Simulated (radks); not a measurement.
# Se⁴⁺ in [Ar] 3d10 4s2: an all-electron calculation

Wanted: eigenvalues, radial structure and energy terms of the selenium ion Se4+.

The numbers are computed with radks (a radial shooting solver on a logarithmic mesh, Libxc functionals) version 1 (Dirac Kohn-Sham, LDA (Slater exchange, Perdew-Wang correlation), spin-unpolarised, spherical densities, point nucleus), except any that are marked as measured or tabulated.

**1. What is computed**

```
element       : selenium (Z = 34)
charge        : +4
electrons     : 30
configuration : [Ar] 3d10 4s2
```

The outer shells:

Se⁴⁺
```
[Ar] core
3d [↑↓][↑↓][↑↓][↑↓][↑↓]
4s [↑↓]
```

**2. The calculation**

The run's settings:

```text
Z 34
configuration [Ar] 3d10 4s2
relativity Dirac
functional lda,pw
spin unpolarised
j_filling average
nucleus point
c 137.035999084
```

Q: Predict the outcome of this run.

**Answer**, as computed:

```
                        quantity                   value
                    total energy     -2423.06675 hartree
exchange-correlation share of it                  3.44 %
                            −T/E                  1.0237
          highest occupied level       4s1/2, -62.183 eV
    most extended occupied level  4s1/2, <r> = 1.58 bohr
 radius at density 0.001 e/bohr³               2.92 bohr
    maxima of the radial density                       3
         ionisation energy, NIST     68.3 (semi-emp.) eV
```

The radial density shows 3 maxima for 4 occupied principal shells; where shells overlap, one shows as a shoulder or not at all. Relativity lifts −T/E to 1.024. Minus the highest eigenvalue, 62.183 eV, is 91 % of the tabulated ionisation energy (68.3 eV). 
